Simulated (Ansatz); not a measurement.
# CuSi16: the cost of one run

All numbers below are computed with Ansatz 0.2.0 (DFT PBEsol, plane waves, PAW, scalar-relativistic, no spin polarisation).

**1. The structure to begin with**

The cell holds 17 atoms (CuSi16): a = 7.679 Å, b = 7.679 Å, c = 7.679 Å, α = 60.00°, β = 60.00°, γ = 60.00°.

Structure file:

```xyz
17
Lattice="0.0000 5.4300 5.4300 5.4300 0.0000 5.4300 5.4300 5.4300 0.0000" Properties=species:S:1:pos:R:3 pbc="T T T"
Si    0.0000    0.0000    0.0000
Si    1.3575    1.3575    1.3575
Si    2.7150    2.7150    0.0000
Si    4.0725    4.0725    1.3575
Si    2.7150    0.0000    2.7150
Si    4.0725    1.3575    4.0725
Si    5.4300    2.7150    2.7150
Si    6.7875    4.0725    4.0725
Si    0.0000    2.7150    2.7150
Si    1.3575    4.0725    4.0725
Si    2.7150    5.4300    2.7150
Si    4.0725    6.7875    4.0725
Si    2.7150    2.7150    5.4300
Si    4.0725    4.0725    6.7875
Si    5.4300    5.4300    5.4300
Si    6.7875    6.7875    6.7875
Cu    6.1174    6.1525    8.8146
```

**2. End point A**

File input.yaml:

```yaml
crystal:
  lattice:
    - [0.0, 5.43, 5.43]
    - [5.43, 0.0, 5.43]
    - [5.43, 5.43, 0.0]
  atoms:
    - { symbol: Si, position: [0.0, 0.0, 0.0] }
    - { symbol: Si, position: [0.125, 0.125, 0.125] }
    - { symbol: Si, position: [0.0, 0.0, 0.5] }
    - { symbol: Si, position: [0.125, 0.125, 0.625] }
    - { symbol: Si, position: [0.0, 0.5, 0.0] }
    - { symbol: Si, position: [0.125, 0.625, 0.125] }
    - { symbol: Si, position: [0.0, 0.5, 0.5] }
    - { symbol: Si, position: [0.125, 0.625, 0.625] }
    - { symbol: Si, position: [0.5, 0.0, 0.0] }
    - { symbol: Si, position: [0.625, 0.125, 0.125] }
    - { symbol: Si, position: [0.5, 0.0, 0.5] }
    - { symbol: Si, position: [0.625, 0.125, 0.625] }
    - { symbol: Si, position: [0.5, 0.5, 0.0] }
    - { symbol: Si, position: [0.625, 0.625, 0.125] }
    - { symbol: Si, position: [0.5, 0.5, 0.5] }
    - { symbol: Si, position: [0.625, 0.625, 0.625] }
    - { symbol: Cu, position: [0.8148938, 0.8084237, 0.3181653] }
total_charge: 1
basis:
  ecutwfc: 420.0
kpoints:
  mp_grid: { grid: [2, 2, 2] }
hamiltonian:
  xc: pbesol
  pseudopotentials: { kind: paw, azcp: { folder: soft_1 } }
scf:
  occupations: { method: fermi_dirac, width: 0.05 }
  lower_state_search: "off"
relax:
  f_tol: 0.03
  max_steps: 60
  adjacent_minimum: "off"
```

Command:

```console
ansatz run input.yaml --threads 1 --pin off --max-ram 3072MiB --backend cpu --events-out ev --progress --plain --runs-dir out
```

What time and memory should one allow on 1 thread of Arm Neoverse V2, shared host?

About 86 s, with a peak of 0.56 GiB.
